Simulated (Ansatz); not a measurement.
# ClGeH6OSbSi: rotation by 120° about the O1–Si2 bond, part 2 of 2

How high is the barrier for the rotation by 120° about the O1–Si2 bond? Relax the two ends, then run a nudged elastic band between them. SMILES of the start: O[SiH2][SbH][GeH2][Cl].

Ansatz 0.2.0; RKS B3LYP-D4/def2-SVP. Earlier steps stand in the parts before.

## 6. Vibrations at the top

The geometry is the highest inner image of the first converged band.

input.yaml reads:

```yaml
crystal:
  periodic: [false, false, false]
  atoms:
    - { symbol: O, position_ang: [-0.242002, 1.030134, 1.698958] }
    - { symbol: Si, position_ang: [1.129428, 1.166004, 0.758515] }
    - { symbol: Sb, position_ang: [1.508211, -0.877262, -0.829622] }
    - { symbol: Ge, position_ang: [-1.108844, -1.011485, -1.187775] }
    - { symbol: Cl, position_ang: [-1.700788, 0.955201, -1.961] }
    - { symbol: H, position_ang: [-0.813868, 0.262121, 1.595514] }
    - { symbol: H, position_ang: [1.057759, 2.386945, -0.089154] }
    - { symbol: H, position_ang: [2.327361, 1.267158, 1.641873] }
    - { symbol: H, position_ang: [1.3972, -1.96566, 0.507125] }
    - { symbol: H, position_ang: [-1.566728, -2.053388, -2.230143] }
    - { symbol: H, position_ang: [-1.92223, -1.21667, 0.116308] }
basis:
  gaussian: { orbitals: def2-SVP }
hamiltonian:
  xc: b3lyp
  dispersion: d4
phonons: {}
```

Command:

```console
$ ansatz run input.yaml --threads 2 --pin off --max-ram 3072MiB --backend cpu --events-out ev --progress --plain --runs-dir out
```

The program printed (excerpt; [...] marks lines left out):

```text
Warning: RAYON_NUM_THREADS=2 ignored (pool sized by the plan → 2); use --threads N
[...]
Functional definition: B3LYP
[...]
1520 factors; integrals over basis functions are off by at most 3.4e-4 eV
[...]
mean field -85592.54366088 eV, -3145.4679628276 hartree, gradient 2.2e-5 eV, S^2 0.000000; 0 other end points of the search recorded, 0 dependent functions left out
[...]
reference -85592.54396252 eV, -3145.4679739127 hartree; 50, 50 occupied and 88, 88 virtual orbitals, 1520 factors
[...]
1520 factors; integrals over basis functions are off by at most 3.4e-4 eV
mean field -85592.54353273 eV, -3145.4679581181 hartree, gradient 2.3e-6 eV, S^2 0.000000; 0 other end points of the search recorded, 0 dependent functions left out
[...]
reference -85592.54383440 eV, -3145.4679692044 hartree; 50, 50 occupied and 88, 88 virtual orbitals, 1520 factors
[...]
1520 factors; integrals over basis functions are off by at most 3.4e-4 eV
[...]
WARN: phonons: modes at or below zero, which the zero-point energy, F, S and C_V leave out: 1, the lowest at -267.29 cm⁻¹. A minimum has none, and a first-order saddle one
[...]
Atom 2 at     1.508211    -0.877262    -0.829622 Å, force     0.000671     0.000607     0.000767 eV/Å
Atom 3 at    -1.108844    -1.011485    -1.187775 Å, force    -0.002284     0.002932     0.000657 eV/Å
Atom 4 at    -1.700788     0.955201    -1.961000 Å, force     0.000702    -0.000748    -0.000915 eV/Å
Atom 5 at    -0.813868     0.262121     1.595514 Å, force    -0.000702     0.004166     0.002741 eV/Å
Atom 6 at     1.057759     2.386945    -0.089154 Å, force    -0.000786     0.000331    -0.000269 eV/Å
Atom 7 at     2.327361     1.267158     1.641873 Å, force     0.000728     0.000196    -0.000732 eV/Å
Atom 8 at     1.397200    -1.965660     0.507125 Å, force    -0.000196    -0.001189    -0.000786 eV/Å
Atom 9 at    -1.566728    -2.053388    -2.230143 Å, force     0.000455    -0.001266     0.000195 eV/Å
Atom 10 at    -1.922230    -1.216670     0.116308 Å, force     0.001038    -0.000062    -0.000088 eV/Å
Dipole moment:     0.160505    -0.474563     0.029700 e Å
Vibrations: -267.29 34.68 57.49 73.76 92.92 185.48 217.59 296.33 394.63 401.45 419.05 541.33 588.14 631.93 729.80 742.19 753.26 860.37 881.40 909.36 971.42 1901.22 2073.58 2119.43 2213.20 2235.21 3886.70 cm⁻¹, zero-point energy 1.500949 eV
```

Run time: 4.8 min. Hardware: 2 threads of Arm Neoverse V2, shared host; peak memory 0.43 GiB.

Of 27 modes, 1 is imaginary by more than 30 cm⁻¹ (267i cm⁻¹).

## 7. The band again, with other settings

crystal.atoms is end A as relaxed above, and neb.final_atoms is end B, turned to lie on A. With 6 inner images the band has 8 in all.

input.yaml reads:

```yaml
crystal:
  periodic: [false, false, false]
  atoms:
    - { symbol: O, position_ang: [-0.321437, 1.221724, 1.419102] }
    - { symbol: Si, position_ang: [1.144965, 1.216157, 0.629492] }
    - { symbol: Sb, position_ang: [1.556366, -0.940397, -0.815872] }
    - { symbol: Ge, position_ang: [-1.06408, -1.302159, -0.945463] }
    - { symbol: Cl, position_ang: [-2.007536, 0.694122, -1.253478] }
    - { symbol: H, position_ang: [-1.09323, 1.300862, 0.834465] }
    - { symbol: H, position_ang: [1.300009, 2.378021, -0.295713] }
    - { symbol: H, position_ang: [2.203476, 1.2539, 1.672245] }
    - { symbol: H, position_ang: [1.598985, -1.908276, 0.610762] }
    - { symbol: H, position_ang: [-1.531914, -2.11601, -2.171168] }
    - { symbol: H, position_ang: [-1.720105, -1.854845, 0.336227] }
basis:
  gaussian: { orbitals: def2-SVP }
hamiltonian:
  xc: b3lyp
  dispersion: d4
neb:
  order_check: false
  images: 6
  f_tol: 0.03
  max_iterations: 24
  initial_path: idpp
  climbing: false
  final_atoms:
    - { symbol: O, position_ang: [-0.37647901, 1.20931196, 1.41072212] }
    - { symbol: Si, position_ang: [1.06286584, 1.26130714, 0.56074187] }
    - { symbol: Sb, position_ang: [1.5042234, -0.94016501, -0.77758688] }
    - { symbol: Ge, position_ang: [-1.11395029, -1.17765117, -1.08989142] }
    - { symbol: Cl, position_ang: [-1.73074896, 0.66129744, -2.11698467] }
    - { symbol: H, position_ang: [-0.47065772, 0.51620762, 2.07506631] }
    - { symbol: H, position_ang: [0.94950716, 2.39641282, -0.38673658] }
    - { symbol: H, position_ang: [2.23561629, 1.47295606, 1.46618096] }
    - { symbol: H, position_ang: [1.44733303, -1.84608914, 0.69395012] }
    - { symbol: H, position_ang: [-1.50568332, -2.34141979, -2.0280863] }
    - { symbol: H, position_ang: [-1.93652742, -1.26906895, 0.21322346] }
```

Command:

```console
$ ansatz run input.yaml --threads 2 --pin off --max-ram 3072MiB --backend cpu --events-out ev --progress --plain --runs-dir out
```

The program printed (excerpt; [...] marks lines left out):

```text
Warning: RAYON_NUM_THREADS=2 ignored (pool sized by the plan → 2); use --threads N
[...]
Functional definition: B3LYP
[...]
1517 factors; integrals over basis functions are off by at most 3.1e-4 eV
[...]
mean field -85592.73261507 eV, -3145.4749067660 hartree, gradient 2.9e-5 eV, S^2 0.000000; 0 other end points of the search recorded, 0 dependent functions left out
[...]
reference -85592.73291234 eV, -3145.4749176905 hartree; 50, 50 occupied and 88, 88 virtual orbitals, 1517 factors
1517 factors; integrals over basis functions are off by at most 4.3e-4 eV
mean field -85592.58240643 eV, -3145.4693867002 hartree, gradient 4.4e-5 eV, S^2 0.000000; 0 other end points of the search recorded, 0 dependent functions left out
[...]
reference -85592.58270329 eV, -3145.4693976097 hartree; 50, 50 occupied and 88, 88 virtual orbitals, 1517 factors
[...]
Atom 1 at     1.133461     1.157965     0.769688 Å, force     0.009150    -0.003101    -0.005867 eV/Å
Atom 2 at     1.506581    -0.859008    -0.853483 Å, force     0.002361    -0.002911    -0.001593 eV/Å
Atom 3 at    -1.111687    -1.009656    -1.194062 Å, force     0.005451     0.003550     0.000748 eV/Å
Atom 4 at    -1.738493     0.978076    -1.879760 Å, force    -0.003440    -0.011419    -0.012343 eV/Å
Atom 5 at    -0.828856     0.286017     1.605485 Å, force     0.024509    -0.023364     0.031413 eV/Å
Atom 6 at     1.165398     2.404710    -0.039655 Å, force     0.000489     0.005917     0.007182 eV/Å
Atom 7 at     2.291830     1.169267     1.712424 Å, force    -0.004304    -0.002757     0.001629 eV/Å
Atom 8 at     1.417555    -1.975326     0.462081 Å, force    -0.005115     0.005664     0.000464 eV/Å
Atom 9 at    -1.558049    -2.013793    -2.277853 Å, force    -0.004897     0.001529    -0.001526 eV/Å
Atom 10 at    -1.905528    -1.290039     0.107419 Å, force    -0.004366     0.011644    -0.004076 eV/Å
Dipole moment:     0.175075    -0.487102     0.060998 e Å
this run last wrote the band of iteration 14 to <dir>
```

It took 9.6 min on 2 threads of Arm Neoverse V2, shared host; peak memory 0.43 GiB.

## 8. What the band shows

The 6 inner images lie between the fixed ends 0 and 7. Energy is taken from image 0, and the path length is the program's own coordinate along the band.

```
image  path (Å)  energy (eV)  dihedral H6–O1–Si2–Sb3 (°)  band force (eV/Å)
    0     0.000       0.0000                         -68                  -
    1     0.380       0.0132                         -74              0.011
    2     0.759       0.0576                         -73              0.013
    3     1.139       0.1186                         -59              0.009
    4     1.519       0.1799                         -30              0.023
    5     1.898       0.2001                          12              0.011
    6     2.277       0.1700                          48              0.020
    7     2.656       0.1623                          60                  -
```

image, energy (eV) and a bar:
```
        0      0.000 
        1      0.013 ##
        2      0.058 #########
        3      0.119 ##################
        4      0.180 ###########################
        5      0.200 ##############################
        6      0.170 #########################
        7      0.162 ########################
```

## 9. Summary of results

The summary covers parts 1 to 2.

| quantity | value |
| --- | --- |
| end A | 14 moves, 0.684 eV lower |
| end B | 14 moves, 0.532 eV lower |
| first band: barrier forwards | 0.201 eV |
| first band: barrier backwards | 0.039 eV |
| first band: second end relative to first | +0.162 eV |
| first band: highest image | 5 of 0 to 8, climbing |
| first band: band iterations | 18 |
| imaginary modes at the top | 267i cm⁻¹ |
| second band | top 0.200 eV above image 0, 14 iterations, 6 inner images, none climbing |
| time, first and second band | 14 min and 9.6 min |

What this shows: In the first band: the top lies 0.20 eV above the first end, or 8 kT at room temperature; with a typical attempt rate of 10^13 per second that is roughly 10^10 events a second. The second end lies 0.16 eV above the first, so the way back costs 0.039 eV. The listed dihedral goes from -68° at end A through -2° at the highest image to 60° at end B. One imaginary mode, as a first-order saddle point has. The second band's top lies 1 meV below the first's, so the changed settings hardly move the height. These are electronic energies, with no zero-point or thermal terms.
